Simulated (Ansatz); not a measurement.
# CH8AlSbSi: small, medium and large basis sets

The task here is to estimate one member of a computed series from the others.

The runs use Ansatz 0.2.0, Gaussian basis; one geometry, several basis sets.

Plan: PBE0-D4/def2-SVP; ωB97M-V/def2-SVP; PBE0-D4/def2-QZVPP; ωB97M-V/def2-QZVPP; the functionals' def2-TZVPP values are taken from earlier runs.

**Structure used throughout**

The geometry comes from an earlier relaxation with PBE0-D4 in a triple-zeta def2 set; it is a stationary point, not always the lowest conformer. Sb takes the def2 core potential; no spin-orbit term is included.

12 atoms, charge 0, spin multiplicity 1.

Atoms are counted from 1 here; the program's logs count them from 0.

Bond lengths: C1–Si2 1.882 Å, C1–H5 1.091 Å, C1–H6 1.091 Å, C1–H7 1.093 Å, Si2–Al3 2.407 Å, Si2–Sb4 2.629 Å, Si2–H8 1.490 Å, Al3–H9 1.588 Å, Al3–H10 1.588 Å, Sb4–H11 1.766 Å, Sb4–H12 1.710 Å. Angles: Si2–C1–H5 112.0°, Si2–C1–H6 110.3°, Si2–C1–H7 109.6°, H5–C1–H6 108.7°, H5–C1–H7 108.1°, H6–C1–H7 108.1°, C1–Si2–Al3 125.1°, C1–Si2–Sb4 109.4°, C1–Si2–H8 110.8°, Al3–Si2–Sb4 77.1°, Al3–Si2–H8 120.3°, Sb4–Si2–H8 104.5°, Si2–Al3–H9 118.7°, Si2–Al3–H10 117.8°, H9–Al3–H10 123.4°, Si2–Sb4–H11 87.4°, Si2–Sb4–H12 89.9°, H11–Sb4–H12 89.0°.

The first run:

in.yaml

```yaml
crystal:
  periodic: [false, false, false]
  atoms:
    - {symbol: C, position_ang: [-1.885397, 0.728864, -0.036978]}
    - {symbol: Si, position_ang: [-0.508692, -0.401858, -0.643086]}
    - {symbol: Al, position_ang: [1.810142, 0.217896, -0.824944]}
    - {symbol: Sb, position_ang: [0.587422, -1.620103, 1.412485]}
    - {symbol: H, position_ang: [-2.682267, 0.172197, 0.459069]}
    - {symbol: H, position_ang: [-1.488652, 1.469027, 0.660210]}
    - {symbol: H, position_ang: [-2.321492, 1.262143, -0.885687]}
    - {symbol: H, position_ang: [-1.060564, -1.504026, -1.480243]}
    - {symbol: H, position_ang: [2.300501, 1.554694, -0.122376]}
    - {symbol: H, position_ang: [2.762400, -0.717621, -1.685894]}
    - {symbol: H, position_ang: [2.145578, -1.019960, 0.836772]}
    - {symbol: H, position_ang: [0.418022, -0.196550, 2.344572]}
basis:
  gaussian: {orbitals: def2-SVP}
hamiltonian: {xc: pbe0, dispersion: d4}
output: {orbitals: {seedname: orbitals}}
```

Steps of the session up to this table: PBE0-D4 in def2-SVP; ωB97M-V in def2-SVP; PBE0-D4 in def2-QZVPP; ωB97M-V in def2-QZVPP.

One table of the session follows, with a row left open; its other results are not shown here.

It belongs to the step «Density functionals: the series». 

```
functional       basis  HOMO (eV)
   PBE0-D4    def2-SVP      -6.44
   PBE0-D4  def2-TZVPP      -6.42
   PBE0-D4  def2-QZVPP      -6.42
   ωB97M-V    def2-SVP          ?
   ωB97M-V  def2-TZVPP      -8.26
   ωB97M-V  def2-QZVPP      -8.26
```

**Question.** Estimate the row for ωB97M-V, def2-SVP.

As computed: HOMO (eV): -8.25. In the column «HOMO (eV)» it lies between ωB97M-V, def2-QZVPP (-8.26) and PBE0-D4, def2-SVP (-6.44).
